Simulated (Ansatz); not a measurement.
# H₃NS₂Sn: small, medium and large basis sets

The task here is to estimate one member of a computed series from the others.

Method: one geometry, several basis sets; program: Ansatz 0.2.0, Gaussian basis.

Plan: PBE0-D4/def2-SVP; ωB97M-V/def2-SVP; PBE0-D4/def2-QZVPP; ωB97M-V/def2-QZVPP; the functionals' def2-TZVPP values are taken from earlier runs.

### Structure used throughout

The geometry comes from an earlier relaxation with PBE0-D4 in a triple-zeta def2 set; it is a stationary point, not always the lowest conformer. Sn takes the def2 core potential; no spin-orbit term is included.

SMILES `[NH2][SnH]1[S][S]1`, 7 atoms, charge 0, spin multiplicity 1.

Atoms are counted from 1 here; the program's logs count them from 0.

Bond lengths: N1–Sn2 2.003 Å, N1–H5 1.012 Å, N1–H6 1.012 Å, Sn2–S3 2.358 Å, Sn2–S4 2.376 Å, Sn2–H7 1.690 Å, S3–S4 2.178 Å. Angles: Sn2–N1–H5 114.3°, Sn2–N1–H6 112.7°, H5–N1–H6 108.8°, N1–Sn2–S3 115.2°, N1–Sn2–S4 120.4°, N1–Sn2–H7 112.0°, S3–Sn2–S4 54.8°, S3–Sn2–H7 122.2°, S4–Sn2–H7 121.1°, Sn2–S3–S4 63.0°, Sn2–S4–S3 62.2°.

The first run:

in.yaml reads:

```yaml
crystal:
  periodic: [false, false, false]
  atoms:
    - {symbol: N, position_ang: [-0.858945, 1.180397, 0.033223]}
    - {symbol: Sn, position_ang: [0.658780, -0.125863, 0.009562]}
    - {symbol: S, position_ang: [0.436948, -1.947328, 1.490239]}
    - {symbol: S, position_ang: [0.292321, -2.381578, -0.639346]}
    - {symbol: H, position_ang: [-0.847304, 1.845798, -0.729004]}
    - {symbol: H, position_ang: [-1.763738, 0.727185, 0.057854]}
    - {symbol: H, position_ang: [2.143137, 0.633389, -0.268328]}
basis:
  gaussian: {orbitals: def2-SVP}
hamiltonian: {xc: pbe0, dispersion: d4}
output: {orbitals: {seedname: orbitals}}
```

The run is started by

```sh
ansatz run in.yaml --threads 2 --pin off --events-out ev --progress --plain --max-ram 4352MiB
```

Among the steps run: PBE0-D4 in def2-SVP; ωB97M-V in def2-SVP; PBE0-D4 in def2-QZVPP; ωB97M-V in def2-QZVPP.

One table of the session follows, with a row left open; its other results are not shown here.

| functional | basis | HOMO (eV) |
| --- | --- | --- |
| PBE0-D4 | def2-SVP | -5.87 |
| PBE0-D4 | def2-TZVPP | -6.03 |
| PBE0-D4 | def2-QZVPP | ? |
| ωB97M-V | def2-SVP | -7.99 |
| ωB97M-V | def2-TZVPP | -8.17 |
| ωB97M-V | def2-QZVPP | -8.23 |

Q: Estimate the row for PBE0-D4, def2-QZVPP from the others.

As computed: HOMO (eV): -6.07. In the column «HOMO (eV)» it lies between ωB97M-V, def2-SVP (-7.99) and PBE0-D4, def2-TZVPP (-6.03).
